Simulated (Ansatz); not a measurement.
# AlIn2As2P: the cost of one run

Program: Ansatz 0.2.0. Level of theory: DFT PBE, scalar-relativistic, plane waves, PAW. These are calculated values, not measurements.

## Step 1: Starting point

Symmetry: P4/mmm, No. 123, tetragonal system. Conventional cell: a = 5.229 Å, b = 5.229 Å, c = 5.839 Å, α = 90.00°, β = 90.00°, γ = 90.00°. Around Al (site symmetry 4/mmm) lie 2 In at 1.93 Å and 4 As at 2.61 Å. Around In (site symmetry 4mm) lie 1 Al at 1.93 Å and 1 In at 1.99 Å. P (site symmetry 4/mmm) is surrounded by 8 In at 3.83 Å and 8 As at 3.92 Å. Around As (site symmetry mmm) lie 2 Al at 2.61 Å.

As a file:

```cif
data_structure
_symmetry_space_group_name_H-M 'P 1'
_symmetry_Int_Tables_number 1
_cell_length_a 5.2291
_cell_length_b 5.2291
_cell_length_c 5.8387
_cell_angle_alpha 90.000
_cell_angle_beta 90.000
_cell_angle_gamma 90.000
_cell_volume 159.65
loop_
_atom_site_label
_atom_site_type_symbol
_atom_site_fract_x
_atom_site_fract_y
_atom_site_fract_z
_atom_site_occupancy
Al1 Al 0.50000 0.50000 0.50000 1
In1 In 0.50000 0.50000 0.17021 1
In2 In 0.50000 0.50000 0.82979 1
P1 P 0.00000 0.00000 0.00000 1
As1 As 0.00000 0.50000 0.50000 1
As2 As 0.50000 0.00000 0.50000 1
```

A structure generator made this guess: random cell by space group and Wyckoff sites (P4/mmm, No. 123). Lengths come from tabulated atomic sizes and are only a guess.

## Step 2: The guess as it stands, on a coarse mesh

input.yaml

```yaml
crystal:
  lattice:
    - [5.22908832, 0.0, 0.0]
    - [0.0, 5.22908832, 0.0]
    - [0.0, 0.0, 5.83870821]
  atoms:
    - { symbol: Al, position: [0.5, 0.5, 0.5] }
    - { symbol: In, position: [0.5, 0.5, 0.17021128] }
    - { symbol: In, position: [0.5, 0.5, 0.82978872] }
    - { symbol: P, position: [0.0, 0.0, 0.0] }
    - { symbol: As, position: [0.0, 0.5, 0.5] }
    - { symbol: As, position: [0.5, 0.0, 0.5] }
basis:
  ecutwfc: 420
kpoints:
  mp_grid: { grid: [4, 4, 4] }
hamiltonian:
  xc: pbe
scf:
  occupations: { method: gaussian, width: 0.1 }
  lower_state_search: "off"
output:
  forces: true
  stress: true
  eigenvalues: true
```

The run is started by

```
> ansatz run input.yaml --threads 1 --pin off --max-ram 2560MiB --backend cpu --events-out ev --progress --plain --runs-dir out
```

Q: Estimate wall time and peak memory on 1 thread of Intel Xeon Platinum 8259CL at 2.50GHz (Skylake/Cascade Lake), shared host.

About 8.4 s, with a peak of 0.5 GiB.
